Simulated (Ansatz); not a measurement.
BiTe in Ansatz: the effect of functional

The system is BiTe.

```
Bi Te
1.0
     0.00000    3.19128    3.19128
     3.19128    0.00000    3.19128
     3.19128    3.19128    0.00000
Bi Te
1 1
Cartesian
  0.0000 0.0000 0.0000
  3.1913 3.1913 3.1913
```

The cell isn't the ideal one: volume scaled by 0.96.

Alike in all runs:

| Quantity | Value |
| --- | --- |
| Program | Ansatz 0.2.0 |
| Task | single point |
| Potentials or basis | Ansatz PAW |
| k mesh | 7 × 7 × 7 |
| Occupations | fermi-dirac, width 0.05 eV |
| Spin | no spin polarisation |

```tsv
functional	cutoff	pressure (GPa)
LDA	420 eV (not typed: the program's choice for these potentials)	-0.7
PBEsol	420 eV (not typed: the program's choice for these potentials)	?
r2SCAN	500 eV (not typed: the program's choice for these potentials)	2.4
```

Problem. What does the run with functional PBEsol give?

Solution. Pressure 0.5 GPa.

Caveats: the PAW data sets come from PBE, with cores solved anew for the run's functional, which leaves a small shift of forces and pressure.
